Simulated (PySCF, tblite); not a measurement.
# C5H11N2PSi: geometry, infrared bands and NMR shifts

What infrared bands and NMR shifts should C5H11N2PSi (`N#C[C@@H]1CC[Si@H](P)NC1`) show?

The runs use tblite 0.8.0 and PySCF 2.14.0, with density-fitted response routines of our own; the level of theory stands in each step. All values are computed, except where a source is named. Atoms are numbered from 0 throughout.

**1. The molecule as given**

20 atoms, charge 0, multiplicity 1; geometry from: force field or distance geometry start.

Bonds of the start (Å): N0–C1 1.15, C1–C2 1.49, C2–C3 1.56, C3–C4 1.54, C4–Si5 1.87, Si5–P6 2.20, Si5–N7 1.70, N7–C8 1.48, C8–C2 1.55, C2–H9 1.10, C3–H10 1.10, C3–H11 1.09, C4–H12 1.10, C4–H13 1.09, Si5–H14 1.48, P6–H15 1.41, P6–H16 1.42, N7–H17 1.02, C8–H18 1.09, C8–H19 1.09.

**2. Optimising the geometry with GFN2-xTB**

The job: settings as JSON, then the geometry in Å.

```
{"job": {"kind": "relax", "xc": "GFN2-xTB", "basis": "xTB"}, "charge": 0, "multiplicity": 1}
N     -3.805000    -1.382700    -0.579000
C     -2.820000    -0.998600    -0.132200
C     -1.535100    -0.529100     0.457600
C     -1.233000     0.907200    -0.072700
C      0.032100     1.512900     0.570200
Si     1.537500     0.418800     0.440700
P      2.402600     0.457400    -1.583800
N      0.903300    -1.145200     0.657300
C     -0.411000    -1.532900     0.109300
H     -1.661000    -0.484200     1.550500
H     -2.084100     1.561900     0.145100
H     -1.132200     0.875000    -1.156500
H      0.227200     2.489100     0.110000
H     -0.162300     1.708200     1.620900
H      2.563200     0.690200     1.475200
H      3.005600     1.730800    -1.493600
H      3.589500    -0.256200    -1.290700
H      1.589600    -1.847500     0.374100
H     -0.341600    -1.648300    -0.975500
H     -0.670400    -2.516100     0.515500
```

On the command line:

```bash
OMP_NUM_THREADS=1 python probes_run.py task.json out
```

This one command runs all jobs of the session in turn.

**Question.** This job is followed by: GFN2-xTB harmonic vibrations, gas phase; GIAO PBE0/pcSseg-1 NMR shielding, non-relativistic, gas phase. Predict these results of the whole session: strongest single infrared mode (GFN2-xTB); zero-point energy (GFN2-xTB); ¹³C shifts against TMS (PBE0/pcSseg-1); ¹H shifts against TMS (PBE0/pcSseg-1, means over atoms taken as alike); ¹⁵N shifts against NH3 (PBE0/pcSseg-1); ²⁹Si shifts against TMS (PBE0/pcSseg-1); ³¹P shifts against H3PO4 (PBE0/pcSseg-1).

The runs gave:

```
                                                              quantity                                                           value
                             strongest single infrared mode (GFN2-xTB)                                           2217 cm⁻¹, 327 km/mol
                                          zero-point energy (GFN2-xTB)                                                   95.4 kcal/mol
                                ¹³C shifts against TMS (PBE0/pcSseg-1)                               125.9, 49.9, 32.0, 31.1, 14.0 ppm
¹H shifts against TMS (PBE0/pcSseg-1, means over atoms taken as alike)  5.46, 3.36, 3.30, 2.48, 2.25, 2.08, 1.05, 0.85, 0.68, 0.43 ppm
                                ¹⁵N shifts against NH3 (PBE0/pcSseg-1)                                                 298.6, 35.9 ppm
                               ²⁹Si shifts against TMS (PBE0/pcSseg-1)                                                       -15.2 ppm
                              ³¹P shifts against H3PO4 (PBE0/pcSseg-1)                                                      -300.1 ppm
```

What this shows: Over 57 steps the energy fell by 0.288 eV; of the close pairs, Si5–P6 changed most, 2.202 to 2.259 Å. No mode is imaginary among the 54: a minimum at this level. The strongest single mode, at 2217 cm⁻¹, moves mainly H14. GFN2-xTB is a fitted tight-binding method: band positions and strengths are rough. Its intensities can rank the bands wrongly. The most deshielded carbon is C1 (nitrile carbon), at 125.9 ppm: C≡N carbons fall here, among the sp2 signals but without a proton. At PBE0/pcSseg-1: The widest tensor belongs to N0: span 487 ppm, with a paramagnetic part of -371 ppm.
